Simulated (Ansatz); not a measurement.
**F2HSSn radical: how energies converge with the basis set**

Aim: see how fast density functionals converge with the basis set for F2HSSn radical.

Method: one geometry, several basis sets; program: Ansatz 0.2.0, Gaussian basis.

Levels to be run: PBE0-D4/def2-SVP; ωB97M-V/def2-SVP; PBE0-D4/def2-QZVPP; ωB97M-V/def2-QZVPP; the functionals' def2-TZVPP values are taken from earlier runs.

## 1. Structure used throughout

The geometry comes from an earlier relaxation with PBE0-D4 in a triple-zeta def2 set; it is a stationary point. Sn takes the def2 core potential; no spin-orbit term is included.

SMILES `[F][Sn]([F])[SH]`, 5 atoms, charge 0, spin multiplicity 2.

Atoms are counted from 1 here; the program's logs count them from 0.

Bond lengths: F1–Sn2 1.919 Å, Sn2–F3 1.923 Å, Sn2–S4 2.423 Å, S4–H5 1.346 Å. Angles: F1–Sn2–F3 103.4°, F1–Sn2–S4 106.2°, F3–Sn2–S4 107.8°, Sn2–S4–H5 90.5°.

As a file:

```xyz
5
charge 0, multiplicity 2
F    -0.17552   -1.77761    1.44455
Sn    0.26182   -0.01294    0.83191
F     1.93308   -0.26263   -0.08536
S    -1.41268    0.56056   -0.82336
H    -0.55690    1.41892   -1.40914
```

## 2. PBE0-D4 in def2-SVP

in.yaml reads:

```yaml
crystal:
  periodic: [false, false, false]
  atoms:
    - {symbol: F, position_ang: [-0.175516, -1.777615, 1.444551]}
    - {symbol: Sn, position_ang: [0.261817, -0.012935, 0.831912]}
    - {symbol: F, position_ang: [1.933081, -0.262634, -0.085357]}
    - {symbol: S, position_ang: [-1.412682, 0.560561, -0.823363]}
    - {symbol: H, position_ang: [-0.556901, 1.418924, -1.409143]}
basis:
  gaussian: {orbitals: def2-SVP}
magnetization: {spin_polarized: true, initial_magnetization: 1}
hamiltonian: {xc: pbe0, dispersion: d4}
output: {orbitals: {seedname: orbitals}}
```

Launch:

```bash
ansatz run in.yaml --threads 4 --pin off --events-out ev --progress --plain --max-ram 10444MiB
```

Further steps of the session: ωB97M-V in def2-SVP; PBE0-D4 in def2-QZVPP; ωB97M-V in def2-QZVPP.

**Question.** What will the summary of the whole plan be? Wanted: PBE0-D4: double and triple zeta above quadruple; ωB97M-V: double and triple zeta above quadruple.

The runs gave:

| quantity | value |
| --- | --- |
| PBE0-D4: double and triple zeta above quadruple | 11.95, 0.73 eV |
| ωB97M-V: double and triple zeta above quadruple | 12.05, 0.70 eV |

In words: For PBE0-D4 the step from double to triple zeta gains 11.22 eV and the next only 0.73 eV. Total energies overstate the basis error of differences, where much of it tends to cancel.
